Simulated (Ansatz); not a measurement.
**TaN (triplet): the correlation ladder, def2-QZVPP**

One table from this session's results is given with a row withheld; the runs are named, their logs left out.

Program: Ansatz 0.2.0, Gaussian basis. Level of theory: def2-QZVPP, core rule «outside noble gas», up to 5 orbitals frozen. These are calculated values, not measurements.

Plan: UHF; ROHF; CCSD(T) on UHF.

2 further runs of the same task are left out: 2 set aside as unsound or not needed.

## What is computed

The geometry is a PBE0/def2-TZVP stationary point (not a proven minimum). No spin-orbit coupling is included. Elements past krypton take def2 core potentials.

2 atoms, charge 0, spin multiplicity 3.

Atoms are counted from 1 here; the program's logs count them from 0.

Bond lengths: Ta1–N2 1.681 Å.

The first run:

File in.yaml:

```yaml
crystal:
  periodic: [false, false, false]
  atoms:
    - {symbol: Ta, position_ang: [0.000000, 0.000000, 0.000000]}
    - {symbol: N, position_ang: [0.000000, 0.000000, 1.681000]}
basis:
  gaussian: {orbitals: "def2-QZVPP.json"}
magnetization: {spin_polarized: true, initial_magnetization: 2}
hamiltonian: {xc: hf}
output: {orbitals: {seedname: orbitals}}
```

On the command line:

```sh
> ansatz run in.yaml --threads 1 --pin off --events-out ev --progress --plain --max-ram 4096MiB --backend cpu
```

Steps of the session up to this table: UHF; ROHF; CCSD(T) on UHF.

One of the session's tables, all rows but one given; the rest of the session is left out.

| method | from UCCSD(T) (meV) |
| --- | --- |
| ROHF | +10199.7 |
| UHF | +9832.0 |
| UMP2 | ? |
| UCCSD | +675.4 |
| UCCSD(T) | 0 |

Estimate the missing values for UMP2.

As computed: from UCCSD(T) (meV): +526.8. In the column «from UCCSD(T) (meV)» it lies between UCCSD(T) (0) and UCCSD (+675.4).
